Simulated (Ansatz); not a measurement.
# C₂H₄GeN radical: a ladder of functionals and wavefunction methods

How much do the methods differ for C₂H₄GeN radical? The plan is to run it at one geometry with functionals of several rungs and with coupled cluster. The yardstick is the atomisation energy at the CCSD(T) limit.

The runs use Ansatz 0.2.0, Gaussian basis; functionals in def2-TZVPP, the program's frozen cores in correlated methods.

The runs, in order: LDA (SPW92), PBE-D4, revPBE-D4, BLYP-D4, r2SCAN-D4, B97M-V, PBE0-D4, B3LYP-D4, r2SCANh-D4, r2SCAN0-D4, HSE06-D4, BHLYP-D4, CAM-B3LYP-D4, LC-ωPBE, ωB97X-V, ωB97M-V, B2PLYP, PBE-QIDH; CCSD(T)/def2-SVP; CCSD(T)/def2-TZVPP; MP2/def2-QZVPP; extrapolation to the limit; RPA on PBE.

### 1 The geometry

All runs share one geometry, relaxed beforehand with PBE0-D4 in a triple-zeta def2 set.

SMILES `[C]#[C][GeH2][NH2]`, 8 atoms, charge 0, spin multiplicity 2.

Atoms are counted from 1 here; the program's logs count them from 0.

Bond lengths: C1–C2 1.214 Å, C2–Ge3 1.921 Å, Ge3–N4 1.829 Å, Ge3–H5 1.531 Å, Ge3–H6 1.531 Å, N4–H7 1.011 Å, N4–H8 1.011 Å. Angles: C1–C2–Ge3 179.0°, C2–Ge3–N4 112.6°, C2–Ge3–H5 107.3°, C2–Ge3–H6 107.3°, N4–Ge3–H5 108.1°, N4–Ge3–H6 108.1°, H5–Ge3–H6 113.4°, Ge3–N4–H7 114.2°, Ge3–N4–H8 114.2°, H7–N4–H8 108.6°.

### 2 LDA

This LDA is Slater exchange with PW92 correlation.

in.yaml

```yaml
crystal:
  periodic: [false, false, false]
  atoms:
    - {symbol: C, position_ang: [2.268065, -0.503193, 1.728119]}
    - {symbol: C, position_ang: [1.371257, -0.065910, 1.036389]}
    - {symbol: Ge, position_ang: [-0.038278, 0.656755, -0.051274]}
    - {symbol: N, position_ang: [-1.064952, -0.643226, -0.826569]}
    - {symbol: H, position_ang: [0.619513, 1.472872, -1.167059]}
    - {symbol: H, position_ang: [-0.937823, 1.491850, 0.863689]}
    - {symbol: H, position_ang: [-0.563361, -1.238956, -1.470932]}
    - {symbol: H, position_ang: [-1.562121, -1.227192, -0.168162]}
basis:
  gaussian: {orbitals: def2-TZVPP}
magnetization: {spin_polarized: true, initial_magnetization: 1}
hamiltonian: {xc: lda}
output: {orbitals: {seedname: orbitals}}
```

Run with:

```console
> ansatz run in.yaml --threads 4 --pin off --events-out ev --progress --plain --max-ram 10444MiB
```

Further steps of the session: PBE-D4 (GGA); revPBE-D4 (GGA); BLYP-D4 (GGA); r2SCAN-D4 (meta-GGA); B97M-V (meta-GGA); PBE0-D4 (hybrid); B3LYP-D4 (hybrid); r2SCANh-D4 (hybrid); r2SCAN0-D4 (hybrid); HSE06-D4 (hybrid); BHLYP-D4 (hybrid); CAM-B3LYP-D4 (range-separated); LC-ωPBE (range-separated); ωB97X-V (range-separated); ωB97M-V (range-separated); B2PLYP (double hybrid); PBE-QIDH (double hybrid); CCSD(T) in def2-SVP; CCSD(T) in def2-TZVPP; MP2 in def2-QZVPP; RPA on PBE orbitals.

**Question.** What will the summary of the whole plan be? Wanted: atomisation energy, CCSD(T)/CBS; farthest beyond LDA; mean size of error, GGA; mean size of error, meta-GGA; mean size of error, hybrid; mean size of error, range-separated; mean size of error, double hybrid; gap, smallest and largest; T1 diagnostic.

The runs gave:

| quantity | value |
| --- | --- |
| atomisation energy, CCSD(T)/CBS | 638.0 kcal/mol |
| functionals within 6.4 kcal/mol (1.0 %) | revPBE-D4, BLYP-D4, r2SCAN-D4, B97M-V, PBE0-D4, B3LYP-D4, r2SCANh-D4, HSE06-D4, CAM-B3LYP-D4, LC-ωPBE, ωB97X-V, ωB97M-V, PBE-QIDH |
| farthest beyond LDA | BHLYP-D4 (-26.8 kcal/mol) |
| mean size of error, GGA | 7.8 kcal/mol |
| mean size of error, meta-GGA | 2.5 kcal/mol |
| mean size of error, hybrid | 7.8 kcal/mol |
| mean size of error, range-separated | 2.0 kcal/mol |
| mean size of error, double hybrid | 6.5 kcal/mol |
| gap, smallest and largest | 0.57 eV (LDA (SPW92)), 8.66 eV (LC-ωPBE) |
| T1 diagnostic | 0.0379 |
| triples share of the correlation energy | 4.3 % |

**Reading.** The LDA atomisation energy is off by 105.3 kcal/mol (17 %): it overbinds. PBE-D4 is off by +19.3 kcal/mol. Double hybrids carry the basis error of their MP2 part in triple zeta, and no dispersion term here, so their miss is partly the set-up's. The rungs range-separated, meta-GGA miss on average by less than the doubt on the reference (6.4 kcal/mol), so they tie. Misses under about 6.4 kcal/mol are within the doubt on the reference itself, which lacks core-valence correlation, relativity and higher excitations, and its outer-core shells are covered unevenly. Hartree-Fock recovers 68 % of the binding; the rest is correlation. CCSD(T) in def2-SVP is off by -42.1 kcal/mol, worse than the median functional, from the basis alone. Orbital gaps span 0.6 to 8.7 eV; exact exchange widens them. The UHF reference is spin-contaminated (⟨S²⟩ = 1.15 against 0.75). Correlated methods include outer-core shells of Ge, which these sets cover unevenly.
